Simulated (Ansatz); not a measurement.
**C2H6Se (dimethyl selenide) at 6 levels**

We compute a comparison of 6 runs (HF/STO-3G, B2PLYP/cc-pVDZ, BHLYP/cc-pVDZ, PBE/cc-pVDZ, revPBE/cc-pVDZ, MP2/cc-pVDZ) of C2H6Se (dimethyl selenide). 

The calculation is run with Ansatz 0.2.0.

54 further runs of the same task are left out: 54 set aside as unsound or not needed.

### Step 1. The system as given

C2H6Se: 9 atoms, total charge 0, spin state singlet. As SMILES, `C[Se]C`. The C1–H5 distance was set to 1.634 Å, away from the relaxed value. At this shape a bond of the SMILES string is far longer than usual.

Bond lengths: C1–Se2 1.940 Å, Se2–C3 1.940 Å, C1–H4 1.090 Å, C1–H6 1.090 Å, C3–H7 1.090 Å, C3–H8 1.090 Å, C3–H9 1.089 Å. Angles: C1–Se2–C3 96.9°, Se2–C1–H4 110.4°, Se2–C1–H6 110.4°, Se2–C3–H7 110.4°, Se2–C3–H8 110.4°, Se2–C3–H9 107.0°, H4–C1–H6 110.4°, H7–C3–H8 110.4°, H7–C3–H9 109.3°, H8–C3–H9 109.3°. A long bond or contact: C1–H5 1.634 Å.

### Step 2. A single-point energy at HF/STO-3G (run 1)

Input file input.yaml:

```yaml
basis:
  gaussian:
    orbitals: STO-3G
crystal:
  periodic: [false, false, false]
  atoms:
    - symbol: C
      position_ang: [-0.646897, 0.327971, -0.716026]
    - symbol: Se
      position_ang: [1.084603, 0.229271, 0.153774]
    - symbol: C
      position_ang: [0.573203, -1.013229, 1.553374]
    - symbol: H
      position_ang: [-0.945097, -0.654229, -1.081226]
    - symbol: H
      position_ang: [-0.489400, 1.349300, -1.982000]
    - symbol: H
      position_ang: [-1.395497, 0.720271, -0.028426]
    - symbol: H
      position_ang: [-0.210697, -0.582629, 2.175774]
    - symbol: H
      position_ang: [0.239103, -1.955929, 1.121074]
    - symbol: H
      position_ang: [1.459003, -1.190629, 2.162274]
hamiltonian:
  xc: hf
accuracy: high
output:
  orbitals: {seedname: orbitals}
```

On the command line:

```bash
$ ansatz run input.yaml --threads 1 --pin off --max-ram 3480MiB --events-out events.jsonl --progress --plain --runs-dir runs
```

The log of the run:

```text
Warning: RAYON_NUM_THREADS=1 ignored (pool sized by the plan → 1); use --threads N
Functional definition: HF
  name "HF"
  exchange = exact_x
  correlation = 0
563 factors; integrals over basis functions are off by at most 4.7e-9 eV
mean field evaluation 1: about -66713.6018 eV, gradient 1.8e1 eV
mean field evaluation 2: about -66713.7343 eV, gradient 1.8e1 eV
mean field evaluation 4: about -66715.2005 eV, gradient 1.3e0 eV
mean field evaluation 8: about -66715.2089 eV, gradient 7.6e-6 eV
mean field -66715.20885783 eV, -2451.7387043325 hartree, gradient 6.2e-9 eV, S^2 0.000000; 0 other end points of the search recorded, 0 dependent functions left out
reference -66715.20885783 eV, -2451.7387043325 hartree; 26, 26 occupied and 8, 8 virtual orbitals, 563 factors
Total energy: -66715.20885783 eV, -2451.7387043325 hartree
```

It took 0.24 s on 1 thread of Intel Xeon 6975P-C (Granite Rapids), shared host.

### Step 3. A single-point energy at B2PLYP/cc-pVDZ (run 2)

Input file job.yaml:

```yaml
basis:
  gaussian: {orbitals: cc-pVDZ}
crystal:
  periodic: [false, false, false]
  atoms:
    - {symbol: C, position_ang: [-0.646897, 0.327971, -0.716026]}
    - {symbol: Se, position_ang: [1.084603, 0.229271, 0.153774]}
    - {symbol: C, position_ang: [0.573203, -1.013229, 1.553374]}
    - {symbol: H, position_ang: [-0.945097, -0.654229, -1.081226]}
    - {symbol: H, position_ang: [-0.489400, 1.349300, -1.982000]}
    - {symbol: H, position_ang: [-1.395497, 0.720271, -0.028426]}
    - {symbol: H, position_ang: [-0.210697, -0.582629, 2.175774]}
    - {symbol: H, position_ang: [0.239103, -1.955929, 1.121074]}
    - {symbol: H, position_ang: [1.459003, -1.190629, 2.162274]}
hamiltonian: {xc: {name: B2PLYP}}
correlation: {frozen_orbitals: {C: 1, H: 0, Se: 9}}
accuracy: high
output: {orbitals: {seedname: orbitals}}
```

On the command line:

```bash
$ ansatz run job.yaml --threads 1 --pin off --max-ram 3480MiB --events-out events.jsonl --progress --plain --runs-dir runs
```

The log of the run:

```text
Warning: RAYON_NUM_THREADS=1 ignored (pool sized by the plan → 1); use --threads N
Functional definition: B2PLYP
  name "B2PLYP"
  parameter a = 0.53
  parameter c = 0.27
  exchange = (1 - a)*b88_x + a*exact_x
  correlation = (1 - c)*lyp_c + c*(mp2_os + mp2_ss)
1990 factors; integrals over basis functions are off by at most 4.6e-9 eV
mean field evaluation 1: about -67497.3134 eV, gradient 3.2e1 eV
mean field evaluation 2: about -67497.6788 eV, gradient 3.2e1 eV
mean field evaluation 4: about -67500.4091 eV, gradient 2.7e0 eV
mean field evaluation 8: about -67500.4351 eV, gradient 3.7e-1 eV
mean field evaluation 16: about -67500.4355 eV, gradient 7.3e-5 eV
mean field -67500.43551886 eV, -2480.5952518795 hartree, gradient 2.5e-8 eV, S^2 0.000000; 0 other end points of the search recorded, 0 dependent functions left out
11 core orbitals not correlated: weight in the atoms' cores, before any rotation towards them, 1.000 or more for the frozen orbitals, at most 0.000 for the correlated occupied ones
reference -67500.43554324 eV, -2480.5952527757 hartree; 15, 15 occupied and 59, 59 virtual orbitals, 1990 factors
second order -14.80121175 eV of doubles, -0.00000000 eV of singles
Total energy: -67504.43187042 eV, -2480.7421150905 hartree
```

Wall time 6.9 s (1 thread of Intel Xeon 6975P-C (Granite Rapids), shared host); peak memory 0.31 GiB.

Runs 3 to 4 aren't shown in full; the table further down has their settings and results.

### Step 4. A single-point energy at revPBE/cc-pVDZ (run 5)

job.yaml, as its differences from that of step 3:

```diff
@@ -1,3 +1,4 @@
 basis:
-  gaussian: {orbitals: cc-pVDZ}
+  gaussian:
+    orbitals: cc-pVDZ
 crystal:
@@ -14,4 +15,4 @@
     - {symbol: H, position_ang: [1.459003, -1.190629, 2.162274]}
-hamiltonian: {xc: {name: B2PLYP}}
-correlation: {frozen_orbitals: {C: 1, H: 0, Se: 9}}
+hamiltonian:
+  xc: {name: revPBE}
 accuracy: high
```

On the command line:

```bash
$ ansatz run job.yaml --threads 1 --pin off --max-ram 3480MiB --events-out events.jsonl --progress --plain --runs-dir runs
```

The log of the run:

```text
Warning: RAYON_NUM_THREADS=1 ignored (pool sized by the plan → 1); use --threads N
Functional definition: revPBE
  name "revPBE"
  parameter kappa = 1.245
  parameter beta = 0.06672455060314922
  exchange = pbe_x(kappa = kappa, mu = beta*pi^2/3)
  correlation = pbe_c(beta = beta)
1990 factors; integrals over basis functions are off by at most 4.6e-9 eV
mean field evaluation 1: about -67502.8600 eV, gradient 6.2e1 eV
mean field evaluation 2: about -67480.5486 eV, gradient 9.9e1 eV
mean field evaluation 4: about -67512.6428 eV, gradient 7.6e0 eV
mean field evaluation 8: about -67512.7963 eV, gradient 2.8e-1 eV
mean field evaluation 16: about -67512.7966 eV, gradient 8.1e-6 eV
mean field -67512.79658154 eV, -2481.0495125544 hartree, gradient 5.2e-8 eV, S^2 0.000000; 0 other end points of the search recorded, 0 dependent functions left out
reference -67512.79658538 eV, -2481.0495126956 hartree; 26, 26 occupied and 59, 59 virtual orbitals, 1990 factors
Total energy: -67512.79658538 eV, -2481.0495126956 hartree
```

Wall time 3.9 s (1 thread of Intel Xeon 6975P-C (Granite Rapids), shared host); peak memory 0.23 GiB.

### Step 5. A single-point energy at MP2/cc-pVDZ (run 6)

Input file molecule.yaml:

```yaml
crystal:
  periodic: [false, false, false]
  atoms:
    - {symbol: C, position_ang: [-0.646897, 0.327971, -0.716026]}
    - {symbol: Se, position_ang: [1.084603, 0.229271, 0.153774]}
    - {symbol: C, position_ang: [0.573203, -1.013229, 1.553374]}
    - {symbol: H, position_ang: [-0.945097, -0.654229, -1.081226]}
    - {symbol: H, position_ang: [-0.489400, 1.349300, -1.982000]}
    - {symbol: H, position_ang: [-1.395497, 0.720271, -0.028426]}
    - {symbol: H, position_ang: [-0.210697, -0.582629, 2.175774]}
    - {symbol: H, position_ang: [0.239103, -1.955929, 1.121074]}
    - {symbol: H, position_ang: [1.459003, -1.190629, 2.162274]}
basis:
  gaussian: {orbitals: cc-pVDZ}
correlation: {method: mp2, frozen_orbitals: {C: 1, H: 0, Se: 9}}
accuracy: high
```

On the command line:

```bash
$ ansatz run molecule.yaml --threads 1 --pin off --max-ram 3480MiB --events-out events.jsonl --progress --plain --runs-dir runs
```

The log of the run:

```text
Warning: RAYON_NUM_THREADS=1 ignored (pool sized by the plan → 1); use --threads N
[... 4 set-up lines as earlier in the session ...]
1990 factors; integrals over basis functions are off by at most 4.6e-9 eV
mean field evaluation 1: about -67454.3320 eV, gradient 1.9e1 eV
mean field evaluation 2: about -67454.3987 eV, gradient 1.9e1 eV
mean field evaluation 4: about -67455.7070 eV, gradient 2.6e0 eV
mean field evaluation 8: about -67455.7325 eV, gradient 1.3e-1 eV
mean field -67455.73256630 eV, -2478.9524486736 hartree, gradient 2.6e-8 eV, S^2 0.000000; 0 other end points of the search recorded, 0 dependent functions left out
11 core orbitals not correlated: weight in the atoms' cores, before any rotation towards them, 1.000 or more for the frozen orbitals, at most 0.000 for the correlated occupied ones
reference -67455.73256630 eV, -2478.9524486736 hartree; 15, 15 occupied and 59, 59 virtual orbitals, 1990 factors
second order -11.94373856 eV of doubles, -0.00000000 eV of singles
Total energy: -67467.67630485 eV, -2479.3913729699 hartree
```

Wall time 2.5 s (1 thread of Intel Xeon 6975P-C (Granite Rapids), shared host); peak memory 0.26 GiB.

### Step 6. The series

```csv
run,level,frozen core orbitals,energy (Eh),HOMO energy (eV),LUMO energy (eV),HOMO–LUMO gap (eV),wall time
1,HF/STO-3G,–,-2451.738704,-6.64,8.45,15.09,0.24 s
2,B2PLYP/cc-pVDZ,11,-2480.742115,-6.93,0.97,7.89,6.9 s
3,BHLYP/cc-pVDZ,–,-2481.192093,-6.99,0.65,7.64,5.1 s
4,PBE/cc-pVDZ,–,-2480.790561,-4.73,-1.40,3.32,3.9 s
5,revPBE/cc-pVDZ,–,-2481.049513,-4.71,-1.36,3.35,3.9 s
6,MP2/cc-pVDZ,11,-2479.391373,–,–,–,2.5 s
```

### Step 7. Summary of results

```
                                           quantity           value
                                run 6: total energy  -2479.39137 Eh
run 6: correlation energy (11 core orbitals frozen)      -438.9 mEh
```

**Reading.** Over runs 1, 2, 3, 4, 5 the HOMO–LUMO gap runs from 3.32 eV (PBE/cc-pVDZ) to 15.09 eV (HF/STO-3G). The two ends differ in method and basis. Totals of different functionals can't be ranked against each other. In run 1 the basis is minimal, so the values are rough. All runs together took 23 s, the longest 6.9 s.
